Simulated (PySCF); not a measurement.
# The bond of SrS, level by level

The task here is to estimate one member of a computed series from the others.

Method: Sr x2c-TZVPPall, S x2c-TZVPPall, spin-free X2C with a Gaussian nucleus; program: PySCF 2.14.0.

Set-up of the first run:

Settings of the job:

- atoms: Sr, S
- charge: 0
- basis: Sr x2c-TZVPPall, S x2c-TZVPPall
- Hamiltonian: spin-free X2C with a Gaussian nucleus
- basis functions: 121
- electrons treated: 54
- masses in u: 87.9056, 31.9721
- levels: PBE0, PBE, r²SCAN, PBEsol, TPSS, LDA, PW91, HSE06, HF, MP2, SCS-MP2, CCSD, CCSD(T)
- grid: 80 radial by 434 angular points
- occupations: held fixed by the projection of orbital angular momentum
- dissociation limit: Sr + S, each in its ground configuration
- starting distance in angstrom: 2.695
- values of 2S to try: 0, 2

Command:

```bash
> OMP_NUM_THREADS=2 python dia.py task.json out
```

Steps of the session up to this table: Input; The PBE0 curve of the state that the search chose; Excited determinants; PBE; r²SCAN (meta-GGA); PBEsol (GGA); TPSS (meta-GGA); LDA (local density); PW91 (GGA); HSE06 (range-separated hybrid); RHF (mean field); Correlated methods on the Hartree–Fock reference.

One table of the session follows, with a row left open; its other results are not shown here.

```
      level  ωe (%)
        RHF    +5.5
    RHF-MP2    +2.1
RHF-SCS-MP2    +1.0
   RHF-CCSD    +3.2
RHF-CCSD(T)    -1.3
        LDA    +4.2
        PBE    +0.6
     PBEsol    +3.2
       PW91    +1.0
       TPSS    +1.8
     r²SCAN       ?
       PBE0    +5.1
      HSE06    +4.2
```

Q: Estimate the row for r²SCAN from the others.

**Answer.** ωe (%): +3.9. In the column «ωe (%)» it lies between PBEsol (+3.2) and LDA (+4.2).
